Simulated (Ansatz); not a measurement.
# TaF3 (Pm-3m) in Ansatz: a series of runs

One crystal, TaF3, is run at these levels: PBE; tasks: relaxation of cell and atoms.

Everything below comes from runs of Ansatz 0.2.0. Logs are shortened: lines on timing, memory, paths and dates and some standing lists are left out, and cuts for length are marked.

### 1 Starting point

The structure is cubic, space group Pm-3m (No. 221). Conventional cell: a = 3.901 Å, b = 3.901 Å, c = 3.901 Å, α = 90.00°, β = 90.00°, γ = 90.00°. Ta (site symmetry m-3m) is surrounded by 6 F at 1.95 Å. Around F (site symmetry 4/mmm) lie 2 Ta at 1.95 Å.

### 2 Relaxation of cell and atoms, PBE, target pressure 20 GPa, at which the enthalpy is minimised

The input, input.yaml:

```yaml
crystal:
  lattice:
    - [3.9012, 0.0, 0.0]
    - [0.0, 3.9012, 0.0]
    - [0.0, 0.0, 3.9012]
  atoms:
    - { symbol: Ta, position: [0.0, 0.0, 0.0] }
    - { symbol: F, position: [0.0, 0.0, 0.5] }
    - { symbol: F, position: [0.0, 0.5, 0.0] }
    - { symbol: F, position: [0.5, 0.0, 0.0] }
hamiltonian:
  xc: pbe
  pseudopotentials: { kind: paw }
kpoints:
  mp_grid: { grid: [7, 7, 7] }
scf:
  occupations: { method: fermi_dirac, width: 0.05 }
output:
  forces: true
  stress: true
  eigenvalues: true
relax:
  f_tol: 0.01
  max_steps: 40
  cell: { stress_tol: 0.05, p_target: 20.0 }
```

Potentials or basis: Ansatz PAW.

On the command line:

```bash
> ansatz run input.yaml --threads 2 --pin off --max-ram 5632MiB --backend cpu --events-out ev --progress --plain --runs-dir out
```

Standard output:

```text
Warning: RAYON_NUM_THREADS=2 ignored (pool sized by the plan → 2); use --threads N
Engine: ansatz 0.2.0, aarch64-unknown-linux-gnu
Pseudopotentials: kind: paw
Pseudopotential: Ta, paw, valence charge 13, recommended cutoff 420 eV (normal), Ta.paw.azcp
Pseudopotential: F, paw, valence charge 7, recommended cutoff 420 eV (normal), F.paw.azcp
Functional definition: PBE
  parameter kappa = 0.804
  parameter beta = 0.06672455060314922
  exchange = pbe_x(kappa = kappa, mu = beta*pi^2/3)
  correlation = pbe_c(beta = beta)
Crystal: 4 atoms, lattice volume = 59.374 Å³
Basis set: ecut = 420 eV, 1189 PW (Γ), exchange–correlation on 54×54×54 points (8 copies of the dense FFT grid, shifted against one another)
Bands: 21, of which v1, the nominal top of the filled ones, is band 17 counted from 1 (16 counted from 0)
Symmetry: 48 space group operations
Space group: Pm-3m (ITA 221), of the structure as read, at distance tolerance 3.9e-5 Å
k-points: 20 of 343
Non-local potential: Ta, projectors of the file, l = 0: 3, l = 1: 2, l = 2: 2, l = 3: 1
Non-local potential: F, projectors of the file, l = 0: 2, l = 1: 2, l = 2: 1
PAW form: soft (Blöchl's): semilocal exchange-correlation on the pseudo side does not see the compensation charge
PAW one-centre angular grid: Ta, 590 points (default); XC on 64 Gauss nodes
PAW one-centre angular grid: F, 110 points (default); XC on 64 Gauss nodes
Initial density: superposition of atomic densities (neutral atoms: chi_scale 0, normalization atom), corrected by the library's trained network
Initial wavefunctions: pseudopotential atomic-orbital guess
Functional: x = pbe(κ = 0.804, μ = 0.2195149727645171), c = pbe(β = 0.06672455060314922)
SCF iter   1: F=—  HF=-12357.793359 eV  |F-HF|=—  |Δ(HF+E_count)|=         —  Δρ=2.77e-3  dr2=4.88e-3  ethr=1.77e-3  ⟨swp⟩=6.0  Hψ=2026  notcnv=0
preconditioner: auto → LDOS  [metal: Δε(μ)=0.029 eV  Ē_g=11.186 eV  σ=0.050 eV  W_gap=0.14  n_scr=18 (ndim 8)  ℏωp=21.6 eV  f_vac=0.260  D(μ)=4.33/eV (n_scr^D=56)  β→1.0]
SCF iter   2: F=—  HF=-12357.793709 eV  |F-HF|=—  |Δ(HF+E_count)|=   3.50e-4  Δρ=1.26e-3  dr2=1.28e-3  ethr=1.43e-5  ⟨swp⟩=2.0  Hψ=670  notcnv=0  defer=1
SCF iter   3: F=—  HF=-12357.793521 eV  |F-HF|=—  |Δ(HF+E_count)|=   1.87e-4  Δρ=9.59e-4  dr2=4.16e-4  ethr=3.75e-6  ⟨swp⟩=2.6  Hψ=744  notcnv=0  defer=1
SCF iter   4: F=—  HF=-12357.793430 eV  |F-HF|=—  |Δ(HF+E_count)|=   9.13e-5  Δρ=1.95e-4  dr2=1.56e-5  ethr=1.22e-6  ⟨swp⟩=2.1  Hψ=630  notcnv=0  defer=1
SCF iter   5: F=—  HF=-12357.791708 eV  |F-HF|=—  |Δ(HF+E_count)|=   1.72e-3  Δρ=5.64e-5  dr2=7.12e-7  ethr=4.59e-8  ⟨swp⟩=2.0  Hψ=779  notcnv=0  defer=1
SCF iter   6: F=-12357.791709 eV  HF=-12357.791709 eV  |F-HF|=7.29e-9  |Δ(HF+E_count)|=   4.25e-7  Δρ=7.68e-6  dr2=2.33e-8  ethr=2.94e-10  ⟨swp⟩=6.8  Hψ=1993  notcnv=0
SCF 1 converged in 6 iterations: F = -12357.791709 eV  dr2 = 2.33e-8
relax step   1: F+E_penalty+E_count = -12357.79170890 eV  Δ(F+E_penalty+E_count) = +0.000e0 eV  max|allowed force component| = 6.771e-29 eV/Å  Δτ_max = 0.0000 Å  P = +25.708 GPa  Ω = 59.374 Å³  (6 SCF iters, dr2 threshold 1.00e-7 eV, accepted)
Crystal: 4 atoms, lattice volume = 61.185 Å³
Basis set: ecut = 420 eV, 1213 PW (Γ), exchange–correlation on 54×54×54 points (8 copies of the dense FFT grid, shifted against one another)
Initial density: handed on by an earlier stage of this run
Initial wavefunctions: those handed on with the density
iter 1 solved again at ethr=4.40e-5 eV; its pass at ethr=3.10e-3 eV (dr2=1.50e-2 eV) is discarded
SCF iter   1: F=—  HF=-12358.047072 eV  |F-HF|=—  |Δ(HF+E_count)|=         —  Δρ=3.48e-3  dr2=1.49e-2  ethr=4.40e-5  ⟨swp⟩=1.0  Hψ=2509  notcnv=0
preconditioner: auto → LDOS  [metal: Δε(μ)=0.028 eV  Ē_g=11.012 eV  σ=0.050 eV  W_gap=0.14  n_scr=18 (ndim 8)  ℏωp=21.2 eV  f_vac=0.283  D(μ)=4.54/eV (n_scr^D=56)  β→1.0]
SCF iter   2: F=—  HF=-12358.042673 eV  |F-HF|=—  |Δ(HF+E_count)|=   4.40e-3  Δρ=2.88e-3  dr2=4.91e-3  ethr=4.39e-5  ⟨swp⟩=2.9  Hψ=786  notcnv=0
SCF iter   3: F=—  HF=-12358.041923 eV  |F-HF|=—  |Δ(HF+E_count)|=   7.51e-4  Δρ=1.39e-3  dr2=1.42e-3  ethr=1.44e-5  ⟨swp⟩=2.4  Hψ=657  notcnv=0
SCF iter   4: F=—  HF=-12358.041502 eV  |F-HF|=—  |Δ(HF+E_count)|=   4.20e-4  Δρ=3.88e-4  dr2=8.91e-5  ethr=4.18e-6  ⟨swp⟩=2.5  Hψ=732  notcnv=0
SCF iter   5: F=—  HF=-12358.039653 eV  |F-HF|=—  |Δ(HF+E_count)|=   1.85e-3  Δρ=4.67e-5  dr2=5.27e-7  ethr=2.62e-7  ⟨swp⟩=2.0  Hψ=729  notcnv=0
[... 16 lines left out ...]
preconditioner: auto → LDOS  [metal: Δε(μ)=0.027 eV  Ē_g=10.990 eV  σ=0.050 eV  W_gap=0.14  n_scr=18 (ndim 8)  ℏωp=21.3 eV  f_vac=0.275  D(μ)=4.43/eV (n_scr^D=56)  β→1.0]
SCF iter   2: F=—  HF=-12358.026277 eV  |F-HF|=—  |Δ(HF+E_count)|=   3.05e-4  Δρ=1.18e-4  dr2=3.86e-6  ethr=3.81e-8  ⟨swp⟩=2.4  Hψ=843  notcnv=0
SCF iter   3: F=—  HF=-12358.026273 eV  |F-HF|=—  |Δ(HF+E_count)|=   4.67e-6  Δρ=2.40e-5  dr2=4.87e-7  ethr=1.14e-8  ⟨swp⟩=2.0  Hψ=617  notcnv=0
SCF iter   4: F=—  HF=-12358.026278 eV  |F-HF|=—  |Δ(HF+E_count)|=   5.25e-6  Δρ=1.87e-5  dr2=2.33e-7  ethr=1.43e-9  ⟨swp⟩=2.5  Hψ=660  notcnv=0
SCF iter   5: F=—  HF=-12358.026278 eV  |F-HF|=—  |Δ(HF+E_count)|=   2.16e-9  Δρ=7.46e-6  dr2=4.78e-8  ethr=6.84e-10  ⟨swp⟩=2.2  Hψ=559  notcnv=0
SCF iter   6: F=—  HF=-12358.026278 eV  |F-HF|=—  |Δ(HF+E_count)|=   1.02e-8  Δρ=8.22e-7  dr2=2.92e-10  ethr=1.41e-10  ⟨swp⟩=2.3  Hψ=677  notcnv=0
SCF iter   7: F=-12358.026278 eV  HF=-12358.026278 eV  |F-HF|=5.46e-12  |Δ(HF+E_count)|=  3.06e-10  Δρ=1.20e-7  dr2=5.92e-12  ethr=1.00e-12  ⟨swp⟩=5.0  Hψ=1729  notcnv=0
SCF 4 converged in 7 iterations: F = -12358.026278 eV  dr2 = 5.92e-12
relax step   4: F+E_penalty+E_count = -12358.02627785 eV  Δ(F+E_penalty+E_count) = -6.819e-3 eV  max|allowed force component| = 6.307e-30 eV/Å  Δτ_max = 0.0000 Å  P = +20.229 GPa  Ω = 61.016 Å³  stress off target by 2.29e-1 GPa  SCF on the basis re-selected at this cell (its energy is not comparable with the rows above)  (7 SCF iters)
basis re-selected at this cell: Δ(F+E_penalty+E_count) = -6.819e-3 eV, ΔP = +0.247 GPa vs the last step (what re-selecting the basis moved, of the pressure what is left beyond the Pulay correction that the steps carried, after the strain that the cell walked since its last selection, with what the two solves' SCF thresholds leave and, on support functions, any second-order correction that the steps lacked; it is no measure of the basis error at this ecutwfc). This SCF's stress stands 2.29e-1 GPa from its target on what of the cell is left free (relax.cell.stress_tol is 5.00e-2 GPa) and its largest allowed force component is 6.31e-30 eV/Å (relax.f_tol is 1.00e-2 eV/Å): not within both, so this SCF does not close the relaxation
Crystal: 4 atoms, lattice volume = 61.086 Å³
iter 1 solved again at ethr=6.91e-8 eV; its pass at ethr=3.10e-3 eV (dr2=2.35e-5 eV) is discarded
SCF iter   1: F=—  HF=-12358.036662 eV  |F-HF|=—  |Δ(HF+E_count)|=         —  Δρ=1.34e-4  dr2=2.10e-5  ethr=6.91e-8  ⟨swp⟩=2.8  Hψ=2328  notcnv=0
preconditioner: auto → LDOS  [metal: Δε(μ)=0.027 eV  Ē_g=10.986 eV  σ=0.050 eV  W_gap=0.14  n_scr=18 (ndim 8)  ℏωp=21.2 eV  f_vac=0.279  D(μ)=4.43/eV (n_scr^D=56)  β→1.0]
SCF iter   2: F=—  HF=-12358.034821 eV  |F-HF|=—  |Δ(HF+E_count)|=   1.84e-3  Δρ=1.27e-4  dr2=6.92e-6  ethr=6.16e-8  ⟨swp⟩=2.0  Hψ=772  notcnv=0
SCF iter   3: F=—  HF=-12358.034820 eV  |F-HF|=—  |Δ(HF+E_count)|=   7.14e-7  Δρ=5.12e-5  dr2=1.77e-6  ethr=2.04e-8  ⟨swp⟩=2.0  Hψ=610  notcnv=0
SCF iter   4: F=—  HF=-12358.034820 eV  |F-HF|=—  |Δ(HF+E_count)|=   4.82e-7  Δρ=2.18e-5  dr2=1.73e-7  ethr=5.21e-9  ⟨swp⟩=2.2  Hψ=704  notcnv=0
SCF iter   5: F=-12358.034820 eV  HF=-12358.034820 eV  |F-HF|=2.72e-9  |Δ(HF+E_count)|=   4.15e-9  Δρ=4.53e-6  dr2=8.99e-9  ethr=3.87e-10  ⟨swp⟩=4.0  Hψ=1450  notcnv=0
SCF 5 converged in 5 iterations: F = -12358.034820 eV  dr2 = 8.99e-9
relax step   5: F+E_penalty+E_count = -12358.03481964 eV  Δ(F+E_penalty+E_count) = -8.542e-3 eV  max|allowed force component| = 1.526e-29 eV/Å  Δτ_max = 0.0000 Å  P = +20.007 GPa  Ω = 61.086 Å³  energy of the carried Pulay correction = -2.524e-4 eV  (5 SCF iters, dr2 threshold 1.32e-7 eV, accepted)
iter 1 solved again at ethr=4.28e-9 eV; its pass at ethr=3.10e-3 eV (dr2=1.45e-6 eV) is discarded
SCF iter   1: F=—  HF=-12358.037005 eV  |F-HF|=—  |Δ(HF+E_count)|=         —  Δρ=5.36e-5  dr2=4.74e-7  ethr=4.28e-9  ⟨swp⟩=4.0  Hψ=3363  notcnv=0
preconditioner: auto → LDOS  [metal: Δε(μ)=0.027 eV  Ē_g=10.984 eV  σ=0.050 eV  W_gap=0.14  n_scr=18 (ndim 8)  ℏωp=21.2 eV  f_vac=0.279  D(μ)=4.44/eV (n_scr^D=56)  β→1.0]
SCF iter   2: F=—  HF=-12358.035171 eV  |F-HF|=—  |Δ(HF+E_count)|=   1.83e-3  Δρ=4.70e-5  dr2=2.90e-7  ethr=1.39e-9  ⟨swp⟩=3.1  Hψ=1012  notcnv=0
SCF iter   3: F=—  HF=-12358.035171 eV  |F-HF|=—  |Δ(HF+E_count)|=   1.37e-7  Δρ=2.18e-5  dr2=6.07e-8  ethr=8.54e-10  ⟨swp⟩=1.0  Hψ=420  notcnv=0
SCF iter   4: F=—  HF=-12358.035171 eV  |F-HF|=—  |Δ(HF+E_count)|=   4.14e-8  Δρ=2.92e-6  dr2=2.37e-9  ethr=1.79e-10  ⟨swp⟩=2.0  Hψ=734  notcnv=0
SCF iter   5: F=—  HF=-12358.035171 eV  |F-HF|=—  |Δ(HF+E_count)|=  3.97e-10  Δρ=2.26e-6  dr2=9.92e-10  ethr=6.96e-12  ⟨swp⟩=2.0  Hψ=586  notcnv=0
SCF iter   6: F=—  HF=-12358.035171 eV  |F-HF|=—  |Δ(HF+E_count)|=  2.42e-10  Δρ=1.23e-6  dr2=2.90e-10  ethr=2.92e-12  ⟨swp⟩=1.0  Hψ=420  notcnv=0
SCF iter   7: F=-12358.035171 eV  HF=-12358.035171 eV  |F-HF|=1.82e-11  |Δ(HF+E_count)|=  8.91e-11  Δρ=4.67e-7  dr2=3.68e-11  ethr=1.00e-12  ⟨swp⟩=3.8  Hψ=1610  notcnv=0
SCF 6 converged in 7 iterations: F = -12358.035171 eV  dr2 = 3.68e-11
relax step   6: F+E_penalty+E_count = -12358.03517112 eV  Δ(F+E_penalty+E_count) = -3.515e-4 eV  max|allowed force component| = 1.683e-29 eV/Å  Δτ_max = 0.0000 Å  P = +20.011 GPa  Ω = 61.086 Å³  stress off target by 1.14e-2 GPa  SCF on the basis re-selected at this cell (its energy is not comparable with the rows above)  (7 SCF iters)
basis re-selected at this cell: Δ(F+E_penalty+E_count) = -3.515e-4 eV, ΔP = +0.004 GPa vs the last step (what re-selecting the basis moved, of the pressure what is left beyond the Pulay correction that the steps carried, after the strain that the cell walked since its last selection, with what the two solves' SCF thresholds leave and, on support functions, any second-order correction that the steps lacked; it is no measure of the basis error at this ecutwfc). This SCF's stress stands 1.14e-2 GPa from its target on what of the cell is left free (relax.cell.stress_tol is 5.00e-2 GPa) and its largest allowed force component is 1.68e-29 eV/Å (relax.f_tol is 1.00e-2 eV/Å): within both
SCF converged after 7 iterations
Free energy (F): -12358.035171 eV
Harris-Foulkes:  -12358.035171 eV  (|F-HF|=1.82e-11)
Internal energy: -12358.001648 eV  (E = F + TS)
E sigma→0 (E₀):  -12358.018409 eV
Entropy (-TS):   -0.033523 eV (-8.381 meV/atom)
Fermi energy:    9.808861 eV
--- Per-component energies (eV) ---
  E_band       = -380.397234
  E_kinetic    = 996.190461
  E_local      = -3380.647939  (includes V_loc(G=0)·N_el)
  E_nonlocal   = 237.032133
  E_hartree    = 1295.614486
  E_xc         = -457.549802
  E_vxc        = -510.426687  (∫ρ·V_xc dr)
  E_paw        = -9000.723655  (= ΣΔE_a)
  E_vpaw       = -313.780310  (= ΣTr[D̂ρ^β])
  E_aug_tail   = 0.006168  (compensation charges beyond the density's cutoff)
  E_ewald      = -2047.923499
  E_smearing   = -0.033523  (= −TS)
  E_closure    = 0.000000  (closes the sum)
  Σ components = -12358.035171   (vs F -12358.035171, Δ=0.00e0)
--- Forces (eV/Å), atoms counted from 1 ---
  atom   1  Ta    -0.00000000     0.00000000    -0.00000000
  atom   2  F     -0.00000000    -0.00000000    -0.00000000
  atom   3  F      0.00000000    -0.00000000     0.00000000
  atom   4  F     -0.00000000     0.00000000    -0.00000000
  max |Σ_I F_I| component: 1.68e-29 eV/Å
--- Stress (GPa, compression-positive) ---
       20.011394      -0.000000      -0.000000
       -0.000000      20.011394       0.000000
       -0.000000       0.000000      20.011394
  P = ⅓ Tr σ = 20.0114 GPa (200.114 kbar)
--- Band table (eV; the first three rows and the last of 20) ---
  k-point 0: bands = ["-60.3380", "-27.1621", "-27.1621", "-27.1621", "-19.0488", "-18.7515", "-18.7515", "-0.2213", "-0.2213", "-0.2213", "0.7396", "0.7396", "0.7396", "0.7611", "0.7611", "0.7611", "8.6378", "8.6378", "8.6378", "9.3841", "12.2911"]
  k-point 1: bands = ["-60.3378", "-27.2285", "-27.1611", "-27.1611", "-18.9949", "-18.7504", "-18.6003", "-0.5962", "-0.2102", "-0.2102", "0.4892", "0.6188", "0.6188", "0.7153", "0.7557", "0.7557", "8.6530", "8.9214", "8.9214", "9.6863", "12.3139"]
  k-point 2: bands = ["-60.3373", "-27.3705", "-27.1589", "-27.1589", "-18.9556", "-18.7479", "-18.1674", "-1.6403", "-0.1727", "-0.1727", "0.2217", "0.3384", "0.3384", "0.6613", "0.7589", "0.7589", "8.6875", "9.5603", "9.5603", "10.4514", "12.3633"]
  k-point 19: bands = ["-60.3345", "-27.4671", "-27.4668", "-27.4668", "-17.7863", "-17.7700", "-17.7700", "-2.4697", "-2.4500", "-2.4500", "-1.2129", "-1.1940", "-1.1940", "1.3189", "1.3189", "1.3358", "11.3191", "11.3569", "11.3569", "13.7456", "16.1061"]
--- Relaxed structure (4 steps of the walk, 4 accepted, 2 SCFs on fresh bases) ---
  F+E_penalty+E_count = -12358.03517112 eV   max|allowed force component| = 1.683e-29 eV/Å   (the final SCF, on the basis selected at the relaxed cell)
  cell:  # Å, volume = 61.0860 Å³
    - [3.938345993725337, -1.1074097180226606e-33, 5.7777898331617076e-34]
    - [-8.50619058771029e-34, 3.938345993725337, -5.135813185032629e-34]
    - [1.9259299443872356e-34, -5.135813185032629e-34, 3.938345993725337]
  atoms:
    - { symbol: Ta, position: [4.936762904713551e-35, -4.936762904714853e-35, -2.8797783610835276e-35] }
    - { symbol: F, position: [-8.227938174524564e-35, -8.227938174523551e-35, 0.49999999999999994] }
    - { symbol: F, position: [-1.6455876349049196e-35, 0.49999999999999994, -3.702572178535811e-35] }
    - { symbol: F, position: [0.49999999999999994, 5.759556722167134e-35, -1.2341907261786817e-35] }
```

Run time: 9.7 s. Hardware: 2 threads of Arm Neoverse N1, shared host; peak memory 0.32 GiB.

Results:

```yaml
Free_energy: -12358.0352 eV
Relaxed_volume: 15.27 Å³/atom
Relaxed_cell: a = 3.938 Å, b = 3.938 Å, c = 3.938 Å, α = 90.00°, β = 90.00°, γ = 90.00°
Space_group_after_relaxing_to_0.05_Å: Pm-3m (No. 221)
Energy_change_on_relaxing_the_enthalpy_is_what_falls: -60.9 meV/atom
Ionic_steps: 6
Pressure_after_relaxing: 20.0 GPa
Band_gap_on_the_k_mesh: none (metal or under the smearing width)
```

Step by step:
```csv
step,energy change (eV),largest force (eV/Å),volume (Å³)
1,0.0000,0.0000,59.37
2,-0.2479,0.0000,61.18
3,-0.2278,0.0000,61.02
4,-0.2346,0.0000,61.02
5,-0.2431,0.0000,61.09
6,-0.2435,0.0000,61.09
```

Final structure:
```
Ta F
1.0
     3.93835    0.00000    0.00000
     0.00000    3.93835    0.00000
     0.00000    0.00000    3.93835
Ta F
1 3
Cartesian
  0.0000 0.0000 0.0000
  0.0000 0.0000 1.9692
  0.0000 1.9692 0.0000
  1.9692 0.0000 0.0000
```

Levels at points of the mesh, in eV from the Fermi level:
| k point | band 15 | band 16 | band 17 | band 18 | band 19 | band 20 |
| --- | --- | --- | --- | --- | --- | --- |
| (0.00, 0.00, 0.00) | -9.05 | -9.05 | -1.17 | -1.17 | -1.17 | -0.42 |

Caveat: the plane-wave basis is chosen anew once the cell has moved, so the energies of steps on either side of that aren't comparable; the pressure holds a Pulay correction of +0.6 GPa for the finite cutoff.

### 3 Relaxation of cell and atoms, PBE, target pressure 30 GPa, at which the enthalpy is minimised

Changes to input.yaml since step 2:

```diff
@@ -24,2 +24,2 @@
   max_steps: 40
-  cell: { stress_tol: 0.05, p_target: 20.0 }
+  cell: { stress_tol: 0.05, p_target: 30.0 }
```

Potentials or basis: Ansatz PAW.

On the command line:

```bash
> ansatz run input.yaml --threads 2 --pin off --max-ram 5632MiB --backend cpu --events-out ev --progress --plain --runs-dir out
```

Wall time 9.8 s (2 threads of Arm Neoverse N1, shared host); peak memory 0.32 GiB.

The run converged. Its results:

```
Free energy                                            : -12357.5913 eV
Relaxed volume                                         : 14.55 Å³/atom
Relaxed cell                                           : a = 3.876 Å, b = 3.876 Å, c = 3.876 Å, α = 90.00°, β = 90.00°, γ = 90.00°
Space group after relaxing (to 0.05 Å)                 : Pm-3m (No. 221)
Energy change on relaxing (the enthalpy is what falls) : +50.1 meV/atom
Ionic steps                                            : 6
Pressure after relaxing                                : 30.0 GPa
Band gap on the k mesh                                 : none (metal or under the smearing width)
```

The path:
| step | energy change (eV) | largest force (eV/Å) | volume (Å³) |
| --- | --- | --- | --- |
| 1 | 0.0000 | 0.0000 | 59.37 |
| 2 | 0.2311 | 0.0000 | 58.04 |
| 3 | 0.1894 | 0.0000 | 58.26 |
| 4 | 0.1930 | 0.0000 | 58.26 |
| 5 | 0.2003 | 0.0000 | 58.22 |
| 6 | 0.2004 | 0.0000 | 58.22 |

Final structure:
```cif
data_structure
_symmetry_space_group_name_H-M 'P 1'
_symmetry_Int_Tables_number 1
_cell_length_a 3.8758
_cell_length_b 3.8758
_cell_length_c 3.8758
_cell_angle_alpha 90.000
_cell_angle_beta 90.000
_cell_angle_gamma 90.000
_cell_volume 58.22
loop_
_atom_site_label
_atom_site_type_symbol
_atom_site_fract_x
_atom_site_fract_y
_atom_site_fract_z
_atom_site_occupancy
Ta1 Ta 0.00000 0.00000 0.00000 1
F1 F 0.00000 0.00000 0.50000 1
F2 F 0.00000 0.50000 0.00000 1
F3 F 0.50000 0.00000 0.00000 1
```

Levels at points of the mesh, in eV from the Fermi level:
| k point | band 15 | band 16 | band 17 | band 18 | band 19 | band 20 |
| --- | --- | --- | --- | --- | --- | --- |
| (0.00, 0.00, 0.00) | -9.34 | -9.34 | -1.28 | -1.28 | -1.28 | -0.56 |

Caveat: the plane-wave basis is chosen anew once the cell has moved, so the energies of steps on either side of that aren't comparable; the pressure holds a Pulay correction of +0.6 GPa for the finite cutoff.
